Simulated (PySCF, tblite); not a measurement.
# C4H10F3NSi: geometry, infrared bands and NMR shifts

What infrared bands and NMR shifts should C4H10F3NSi (`FC(F)(F)CCCN[SiH3]`) show?

Programs: tblite 0.8.0 and PySCF 2.14.0, with density-fitted response routines of our own. Each step states its level of theory. These are calculated values for one molecule in the gas phase, unless marked as measured. Atoms are numbered from 0 throughout.

## Step 1: Starting geometry

19 atoms, charge 0, multiplicity 1; geometry from: force field or distance geometry start.

Bonds of the start (Å): F0–C1 1.35, C1–F2 1.36, C1–F3 1.35, C1–C4 1.52, C4–C5 1.53, C5–C6 1.54, C6–N7 1.46, N7–Si8 1.70, C4–H9 1.09, C4–H10 1.10, C5–H11 1.10, C5–H12 1.10, C6–H13 1.10, C6–H14 1.09, N7–H15 1.01, Si8–H16 1.47, Si8–H17 1.48, Si8–H18 1.49.

## Step 2: Optimising the geometry with GFN2-xTB

What the job is given:

```
{"job": {"kind": "relax", "xc": "GFN2-xTB", "basis": "xTB"}, "charge": 0, "multiplicity": 1}
F     -2.701300    -0.541500    -1.800800
C     -2.828300     0.120500    -0.634300
F     -3.558600    -0.650000     0.208700
F     -3.508600     1.265300    -0.863500
C     -1.469700     0.414200    -0.019300
C     -0.682600    -0.867500     0.239100
C      0.678500    -0.597000     0.898500
N      1.545500     0.194400     0.032700
Si     3.084800     0.766200     0.470100
H     -1.607400     0.969700     0.913300
H     -0.921300     1.066000    -0.715700
H     -0.535100    -1.420200    -0.694800
H     -1.265100    -1.519900     0.912000
H      0.518100    -0.080700     1.851800
H      1.149700    -1.553900     1.132000
H      1.634600    -0.286000    -0.853000
H      3.939700    -0.412500     0.682500
H      3.580400     1.577600    -0.658600
H      2.937000     1.564400     1.715900
```

Launch:

```sh
$ OMP_NUM_THREADS=1 python probes_run.py task.json out
```

The driver reads the jobs from task.json and runs them one after another.

**Question.** This job is followed by: GFN2-xTB harmonic vibrations, gas phase; GIAO PBE0/pcSseg-1 NMR shielding, non-relativistic, gas phase. What will the session give for the following? strongest single infrared mode (GFN2-xTB); zero-point energy (GFN2-xTB); 13C shifts against TMS (PBE0/pcSseg-1); 1H shifts against TMS (PBE0/pcSseg-1, means over atoms taken as alike); 19F shifts against CFCl3 (PBE0/pcSseg-1, means over atoms taken as alike); 15N shifts against NH3 (PBE0/pcSseg-1); 29Si shifts against TMS (PBE0/pcSseg-1).

**Answer**, as computed:

```
                                                                 quantity                              value
                                strongest single infrared mode (GFN2-xTB)              2185 cm⁻¹, 406 km/mol
                                             zero-point energy (GFN2-xTB)                      85.9 kcal/mol
                                   13C shifts against TMS (PBE0/pcSseg-1)        137.0, 46.8, 35.0, 31.1 ppm
   1H shifts against TMS (PBE0/pcSseg-1, means over atoms taken as alike)  4.65, 2.90, 2.39, 1.62, -0.72 ppm
19F shifts against CFCl3 (PBE0/pcSseg-1, means over atoms taken as alike)                          -85.9 ppm
                                   15N shifts against NH3 (PBE0/pcSseg-1)                           21.8 ppm
                                  29Si shifts against TMS (PBE0/pcSseg-1)                          -54.5 ppm
```

In words: Relaxing lowered the energy by 0.198 eV in 92 steps; the close pair that moved most is Si8–H18, from 1.487 to 1.464 Å. All 51 modes are real, so the xTB geometry is a minimum. The strongest single mode, at 2185 cm⁻¹, moves mainly H16. GFN2-xTB is a fitted tight-binding method: band positions and strengths are rough. Its intensities can rank the bands wrongly. At PBE0/pcSseg-1: Shielding is most anisotropic at F0, F2, F3 (span 179 ppm, paramagnetic term -216 ppm).
